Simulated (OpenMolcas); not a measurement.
# Re²⁺ among point charges: CASSCF and CASPT2 levels and susceptibility

Aim: the splitting of the states of Re²⁺ in the field of 5 point charges, its lowest levels with spin-orbit coupling and its magnetic susceptibility.

Program: OpenMolcas 26.06. Level of theory: state-averaged CASSCF and CASPT2, spin-orbit coupling by RASSI with atomic mean-field integrals. These are calculated values, not measurements, unless marked.

**1. What is computed**

- Species: Re²⁺ (rhenium, Z = 75, 73 electrons)
- Basis: ANO-RCC-VDZP [7s6p4d2f1g], 68 functions
- Scalar Hamiltonian: DKH2, point nucleus
- Inactive shells: 1s 2s 2p 3s 3p 3d 4s 4p 4d 4f 5s 5p
- Active space: 5 electrons in 5 orbitals (5d)
- Some configurations of this space: 5d⁵
- Orbitals: optimised for each spin and parity, averaged over all roots

Outer shells as boxes (Hund's rule):

5d5
```
5d [↑ ][↑ ][↑ ][↑ ][↑ ]
```

The ion sits among 5 point charges of -1.5 e arranged as a trigonal bipyramid (D3h), 2.24 Å from the ion, with the axial distance 2.150 Å.

The work runs as a chain of OpenMolcas steps in one folder; each step below is one input file. Labels, J, g values, rates, χT and fits are worked out afterwards by a script from the matrices that RASSI stores.

**2. Basis and integrals**

a.inp reads:

```
&GATEWAY
Coord
1

Re 0.0 0.0 0.0
Basis=ANO-RCC-VDZP
Group=NoSym
NoMove
AngMom=0.0 0.0 0.0
AMFI
XField
5 Angstrom 0
2.240000 0.000000 0.000000 -1.500000
-1.120000 1.939897 0.000000 -1.500000
-1.120000 -1.939897 0.000000 -1.500000
0.000000 0.000000 2.150400 -1.500000
0.000000 0.000000 -2.150400 -1.500000
&SEWARD
```

Run with:

```console
> OMP_NUM_THREADS=1 MOLCAS_MEM=1689 MOLCAS_PROJECT=a pymolcas a.inp > a.log
```

**3. Reference wave functions, sextets, 1 root**

a.inp reads:

```
&RASSCF
FileOrb=start.orb
Symmetry=1
Spin=6
nActEl=5 0 0
Inactive=34
Ras2=5
CIRoot=1 1 1
SDav=1
CIMx=300
Iter=120 100
PrWF=0.3
OrbListing=Nothing
MaxOrb=0
>>> COPY $Project.JobIph JOB001
```

start.orb holds the contracted functions of the basis, ordered by shell, or the orbitals of the step before.

**4. CASSCF: quartets, 24 roots**

a.inp reads:

```
&RASSCF
FileOrb=start.orb
Symmetry=1
Spin=4
nActEl=5 0 0
Inactive=34
Ras2=5
CIRoot=24 24 1
SDav=24
CIMx=300
Iter=120 100
PrWF=0.3
OrbListing=Nothing
MaxOrb=0
>>> COPY $Project.JobIph JOB002
```

**5. Reference wave functions, doublets, 75 roots**

a.inp reads:

```
&RASSCF
FileOrb=start.orb
Symmetry=1
Spin=2
nActEl=5 0 0
Inactive=34
Ras2=5
CIRoot=75 75 1
SDav=75
CIMx=300
Iter=120 100
PrWF=0.3
OrbListing=Nothing
MaxOrb=0
>>> COPY $Project.JobIph JOB003
```

**6. RASSI: spin-orbit coupling between the states**

a.inp reads:

```
&RASSI
NrOfJobIphs=3 1 24 75
1
1 2 3 4 5 6 7 8 9 10 11 12 13 14 15 16 17 18 19 20 21 22 23 24
1 2 3 4 5 6 7 8 9 10 11 12 13 14 15 16 17 18 19 20 21 22 23 24 25 26 27
28 29 30 31 32 33 34 35 36 37 38 39 40 41 42 43 44 45 46 47 48 49 50 51
52 53 54 55 56 57 58 59 60 61 62 63 64 65 66 67 68 69 70 71 72 73 74 75
IphNames
JOB001
JOB002
JOB003
EJob
SpinOrbit
DIPRint=1.0
SOCoupling=1000.0
Subsets=2
Property=9
'ANGMOM' 1 'ANGMOM' 2 'ANGMOM' 3 'MLTPL  1' 1 'MLTPL  1' 2 'MLTPL  1' 3
'AMFI' 1 'AMFI' 2 'AMFI' 3
SOProperty=3
'ANGMOM' 1 'ANGMOM' 2 'ANGMOM' 3
```

**7. CASPT2: IPEA 0.25, imaginary shift 0.1 (closed shells correlated: 4f 5s 5p)**

a.inp reads:

```
>>> COPY JOB001 $Project.JobIph
&CASPT2
Multistate=1 1
Frozen=23
IPEA=0.25
Imaginary=0.1
MaxIter=60
WThr=0.0 0.3 0.05
PrWF=0.5
NoMix
>>> COPY JOB002 $Project.JobIph
&CASPT2
Multistate=24 1 2 3 4 5 6 7 8 9 10 11 12 13 14 15 16 17 18 19 20 21 22
23 24
NoMult
Frozen=23
IPEA=0.25
Imaginary=0.1
MaxIter=60
WThr=0.0 0.3 0.05
PrWF=0.5
NoMix
>>> COPY JOB003 $Project.JobIph
&CASPT2
Multistate=75 1 2 3 4 5 6 7 8 9 10 11 12 13 14 15 16 17 18 19 20 21 22
23 24 25 26 27 28 29 30 31 32 33 34 35 36 37 38 39 40 41 42 43 44 45 46
47 48 49 50 51 52 53 54 55 56 57 58 59 60 61 62 63 64 65 66 67 68 69 70
71 72 73 74 75
NoMult
Frozen=23
IPEA=0.25
Imaginary=0.1
MaxIter=60
WThr=0.0 0.3 0.05
PrWF=0.5
NoMix
```

(Steps that only read results are left out.)

What does the calculation give? Wanted: spin-free ground state; lowest level; next level.

As calculated:

| quantity | value |
| --- | --- |
| method | SS-CASPT2, IPEA 0.25, imaginary shift 0.1 (closed shells correlated: 4f 5s 5p) |
| spin-free ground state | 6A1, 1-fold in its orbital part |
| lowest level | 2-fold E1/2, g = 0.00, 0.00, 9.77 |
| next level | 160.1 cm⁻¹ |
| χT at 300 K | 4.13 cm³ K/mol |
| effective moment at 300 K | 5.75 μB |

Cost by method:

```
                                                 method  time of its own steps  time with the reference
                                              A. CASSCF                   31 s                     31 s
B. SS-CASPT2, IPEA 0.25, imaginary shift 0.1, +4f 5s 5p                   38 s                     70 s
```

Times are of one thread on a shared host.

**Reading.** The spin-free ground state (6A1) comes to 100 % from free-ion S terms and keeps the highest spin of the shell. χT at 300 K is 4.13, against 4.39 cm³ K/mol for the spin alone, as a half-filled shell (L = 0) has no orbital moment. An active space of the d shell alone favours high spin; real ions in strong fields can be low spin. CASPT2 does not keep the components of a term degenerate, and the means are used. The field of point charges can differ much from that of real complexes. With metal d orbitals alone active, the gaps between spin states are rough; where two lie within a few thousand cm-1, their order is open. This is an electrostatic model: the charges have no orbitals.
